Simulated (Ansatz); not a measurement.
**CH3OSb: how energies converge with the basis set**

How large a basis does CH3OSb need? Two functionals are run in growing sets.

Computed with Ansatz 0.2.0, Gaussian basis. Level: one geometry, several basis sets.

Plan: PBE0-D4/def2-SVP; ωB97M-V/def2-SVP; PBE0-D4/def2-QZVPP; ωB97M-V/def2-QZVPP; the functionals' def2-TZVPP values are taken from earlier runs.

### 1 The geometry

The geometry comes from an earlier relaxation with PBE0-D4 in a triple-zeta def2 set; it is a stationary point. Sb takes the def2 core potential; no spin-orbit term is included.

SMILES `[CH2]1[O][SbH]1`, 6 atoms, charge 0, spin multiplicity 1.

Atoms are counted from 1 here; the program's logs count them from 0.

Bond lengths: C1–O2 1.371 Å, C1–Sb3 2.140 Å, C1–H4 1.091 Å, C1–H5 1.091 Å, O2–Sb3 2.042 Å, Sb3–H6 1.719 Å. Angles: O2–C1–Sb3 67.0°, O2–C1–H4 116.5°, O2–C1–H5 116.6°, Sb3–C1–H4 116.3°, Sb3–C1–H5 116.3°, H4–C1–H5 115.4°, C1–O2–Sb3 74.8°, C1–Sb3–O2 38.2°, C1–Sb3–H6 92.5°, O2–Sb3–H6 93.7°.

Geometry (Å):

```
C     0.0135   -0.2612   -0.6821
O    -0.9035   -0.7893    0.1899
Sb    0.6445   -0.1533    1.3602
H    -0.2537    0.6840   -1.1566
H     0.5494   -0.9688   -1.3160
H    -0.0082    1.4246    1.5583
```

### 2 PBE0-D4 in def2-SVP

in.yaml reads:

```yaml
crystal:
  periodic: [false, false, false]
  atoms:
    - {symbol: C, position_ang: [0.013532, -0.261178, -0.682052]}
    - {symbol: O, position_ang: [-0.903481, -0.789337, 0.189877]}
    - {symbol: Sb, position_ang: [0.644514, -0.153340, 1.360161]}
    - {symbol: H, position_ang: [-0.253671, 0.683964, -1.156557]}
    - {symbol: H, position_ang: [0.549444, -0.968822, -1.316004]}
    - {symbol: H, position_ang: [-0.008237, 1.424613, 1.558274]}
basis:
  gaussian: {orbitals: def2-SVP}
hamiltonian: {xc: pbe0, dispersion: d4}
output: {orbitals: {seedname: orbitals}}
```

Command:

```sh
ansatz run in.yaml --threads 2 --pin off --events-out ev --progress --plain --max-ram 4352MiB
```

After this run come: ωB97M-V in def2-SVP; PBE0-D4 in def2-QZVPP; ωB97M-V in def2-QZVPP.

**Question.** What will the summary of the whole plan be? Wanted: PBE0-D4: double and triple zeta above quadruple; ωB97M-V: double and triple zeta above quadruple.

**Answer**, as computed:

| quantity | value |
| --- | --- |
| PBE0-D4: double and triple zeta above quadruple | 4.41, 0.25 eV |
| ωB97M-V: double and triple zeta above quadruple | 4.56, 0.25 eV |

PBE0-D4 gains 4.16 eV from double to triple zeta, then 0.25 eV more. These are total energies; as a rule much of such shifts cancels in differences, which this series doesn't test.
